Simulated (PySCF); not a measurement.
# GdCl3(NH3): other functionals and bases at one geometry

One table from this session's results is given with a row withheld; the runs are named, their logs left out.

Method: several levels, as the steps say, no spin–orbit coupling; program: PySCF 2.14.0.

1 further run of the same task is left out (for a known fault of the program).

### Where the work starts

8 atoms, charge 0, spin multiplicity 1.

Bond lengths: Gd1–Cl2 2.518 Å, Gd1–Cl3 2.518 Å, Gd1–Cl4 2.518 Å, Gd1–N5 2.488 Å, N5–H6 1.023 Å, N5–H7 1.023 Å, N5–H8 1.023 Å. Angles: Cl2–Gd1–Cl3 119.4°, Cl2–Gd1–Cl4 119.4°, Cl2–Gd1–N5 94.6°, Cl3–Gd1–Cl4 119.4°, Cl3–Gd1–N5 94.6°, Cl4–Gd1–N5 94.6°, Gd1–N5–H6 112.3°, Gd1–N5–H7 112.3°, Gd1–N5–H8 112.3°, H6–N5–H7 106.5°, H6–N5–H8 106.5°, H7–N5–H8 106.5°.

Geometry (Å):

```xyz
8
Cl3GdH3N
Gd    0.03246   -0.03246    0.03246
Cl    1.17451    1.89907    1.17451
Cl   -1.89907   -1.17451    1.17451
Cl    1.17451   -1.17451   -1.89907
N    -1.40413    1.40413   -1.40413
H    -2.01431    2.01431   -0.85537
H    -0.85537    2.01431   -2.01431
H    -2.01431    0.85537   -2.01431
```

Formal oxidation states: Gd +3. Each metal's 7 4f electrons lie in its core potential, so multiplicities, spins and levels count the valence alone. An earlier session relaxed this geometry at PBE0, Gd lcecp-1-SVP with ECP53, Cl def2-SVP, N def2-SVP, H def2-SVP (singlet, point group C3v).

At PBE0 on the finer grid: E = -1472.381819 Eh, HOMO -8.41 eV, LUMO -1.13 eV, Mulliken charge on Gd1 +0.83 e, largest force component 0.002 eV/Å. 

Levels to run: wB97X; HF; PBE0, TZVP. Hardware: 2 threads of Arm Neoverse V1, shared host.

Set-up of the first run:

Input file run.py (the lines that set the calculation):

```python
mol = gto.M(atom='''
Gd     0.03246    -0.03246     0.03246
Cl     1.17451     1.89907     1.17451
Cl    -1.89907    -1.17451     1.17451
Cl     1.17451    -1.17451    -1.89907
N     -1.40413     1.40413    -1.40413
H     -2.01431     2.01431    -0.85537
H     -0.85537     2.01431    -2.01431
H     -2.01431     0.85537    -2.01431''',
    basis={'Gd': 'lcecp-1-SVP', 'Cl': 'def2-SVP', 'N': 'def2-SVP', 'H': 'def2-SVP'},
    ecp={'Gd': 'lcecp-1-SVP'},
    charge=0, spin=0)
mf = dft.RKS(mol, xc='WB97X')
mf.grids.atom_grid = (75, 302)  # f atoms: unpruned, at least (60, 302)
mf = mf.density_fit()  # fitting sets: Gd AutoAux, Cl def2-universal-JKFIT, N def2-universal-JKFIT, H def2-universal-JKFIT
mf.conv_tol = 1e-08; mf.max_cycle = 55
mf.kernel(dm0)  # dm0: the density of the relaxed state
```

Command:

```console
OMP_NUM_THREADS=2 python run.py
```

Among the steps run: wB97X; HF; PBE0, TZVP.

One of the session's tables, all rows but one given; the rest of the session is left out.

| level | HOMO (eV) | gap (eV) | charge on Gd1 (e) | dipole (D) | largest force component (eV/Å) |
| --- | --- | --- | --- | --- | --- |
| PBE0 (relaxed here) | -8.41 | 7.28 | 0.83 | 5.30 | 0.00 |
| wB97X | -10.78 | 11.37 | 0.85 | 5.31 | 0.07 |
| HF | ? | ? | ? | ? | ? |
| PBE0, TZVP | -8.54 | 7.28 | 1.36 | 5.22 | 0.22 |

Estimate the missing values for HF.

**Answer.** HOMO (eV): -11.65; gap (eV): 12.66; charge on Gd1 (e): 1.24; dipole (D): 5.32; largest force component (eV/Å): 0.56. In the column «HOMO (eV)» it is the lowest.

In one basis the HOMO–LUMO gap runs from 7.28 eV (PBE0) to 12.66 eV (HF). The largest leftover force, 0.56 eV/Å with HF, stands at a geometry relaxed at another level. With 4f in the core, its levels are missing from HOMO and gap, and its count is fixed, so no charge can pass from the ligands into it. Total energies of different levels can't be compared.
